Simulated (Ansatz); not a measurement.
**CH5B2NO: up Jacob's ladder to CCSD(T)**

One table from this session's results is given with a row withheld; the runs are named, their logs left out.

Method: functionals in def2-TZVPP, the program's frozen cores in correlated methods; program: Ansatz 0.2.0, Gaussian basis.

The runs, in order: LDA (SPW92), PBE-D4, revPBE-D4, BLYP-D4, r2SCAN-D4, B97M-V, PBE0-D4, B3LYP-D4, r2SCANh-D4, r2SCAN0-D4, HSE06-D4, BHLYP-D4, CAM-B3LYP-D4, LC-ωPBE, ωB97X-V, ωB97M-V, B2PLYP, PBE-QIDH; CCSD(T)/def2-SVP; CCSD(T)/def2-TZVPP; MP2/def2-QZVPP; extrapolation to the limit; RPA on PBE.

### The geometry

All runs share one geometry, relaxed beforehand with PBE0-D4 in a triple-zeta def2 set.

10 atoms, charge 0, spin multiplicity 1.

Atoms are counted from 1 here; the program's logs count them from 0.

Bond lengths: B1–B2 1.638 Å, B1–H6 1.200 Å, B1–H7 1.198 Å, B2–C3 1.573 Å, B2–H8 1.199 Å, C3–N4 1.263 Å, C3–O5 1.353 Å, N4–H9 1.022 Å, O5–H10 0.967 Å. Angles: B2–B1–H6 121.0°, B2–B1–H7 122.4°, H6–B1–H7 116.6°, B1–B2–C3 123.6°, B1–B2–H8 119.9°, C3–B2–H8 116.5°, B2–C3–N4 116.4°, B2–C3–O5 115.6°, N4–C3–O5 127.9°, C3–N4–H9 114.5°, C3–O5–H10 109.5°.

The first run:

The input, in.yaml:

```yaml
crystal:
  periodic: [false, false, false]
  atoms:
    - {symbol: B, position_ang: [-1.410901, -0.022452, 1.343774]}
    - {symbol: B, position_ang: [-0.891983, 0.042149, -0.208194]}
    - {symbol: C, position_ang: [0.625683, 0.010336, -0.619416]}
    - {symbol: N, position_ang: [1.022557, -1.025181, -1.224717]}
    - {symbol: O, position_ang: [1.365785, 1.064587, -0.203888]}
    - {symbol: H, position_ang: [-1.654549, 0.979793, 1.956406]}
    - {symbol: H, position_ang: [-1.599730, -1.058837, 1.914609]}
    - {symbol: H, position_ang: [-1.688017, 0.084448, -1.104021]}
    - {symbol: H, position_ang: [2.035223, -1.080972, -1.349149]}
    - {symbol: H, position_ang: [2.278733, 0.954928, -0.502402]}
basis:
  gaussian: {orbitals: def2-TZVPP}
hamiltonian: {xc: lda}
output: {orbitals: {seedname: orbitals}}
```

Started as:

```console
> ansatz run in.yaml --threads 2 --pin off --events-out ev --progress --plain --max-ram 4352MiB
```

Steps of the session up to this table: LDA; PBE-D4 (GGA); revPBE-D4 (GGA); BLYP-D4 (GGA); r2SCAN-D4 (meta-GGA); B97M-V (meta-GGA); B3LYP-D4 (hybrid); r2SCANh-D4 (hybrid); r2SCAN0-D4 (hybrid); HSE06-D4 (hybrid); BHLYP-D4 (hybrid); CAM-B3LYP-D4 (range-separated); LC-ωPBE (range-separated); ωB97X-V (range-separated); ωB97M-V (range-separated); B2PLYP (double hybrid); PBE-QIDH (double hybrid).

One table of the session follows, with a row left open; its other results are not shown here.

It belongs to the step «Orbital energies across the functionals». 

```
  functional  HOMO (eV)  LUMO (eV)  gap (eV)
 LDA (SPW92)      -6.67      -3.10      3.57
      PBE-D4      -6.53      -2.81      3.72
   revPBE-D4      -6.47      -2.69      3.78
     BLYP-D4      -6.43      -2.66      3.77
   r2SCAN-D4      -6.83      -2.44      4.39
      B97M-V          ?          ?         ?
     PBE0-D4      -7.98      -1.81      6.18
    B3LYP-D4      -7.76      -2.03      5.73
  r2SCANh-D4      -7.37      -2.10      5.28
  r2SCAN0-D4      -8.18      -1.59      6.59
    HSE06-D4      -7.58      -2.19      5.39
    BHLYP-D4      -9.26      -0.76      8.49
CAM-B3LYP-D4      -9.42      -0.71      8.71
     LC-ωPBE     -10.76       0.53     11.30
     ωB97X-V     -10.41       0.41     10.82
     ωB97M-V     -10.30       0.13     10.43
```

Q: Estimate the row for B97M-V from the others.

**Answer.** HOMO (eV): -6.99; LUMO (eV): -2.55; gap (eV): 4.44. In the column «HOMO (eV)» it lies between r2SCANh-D4 (-7.37) and r2SCAN-D4 (-6.83).
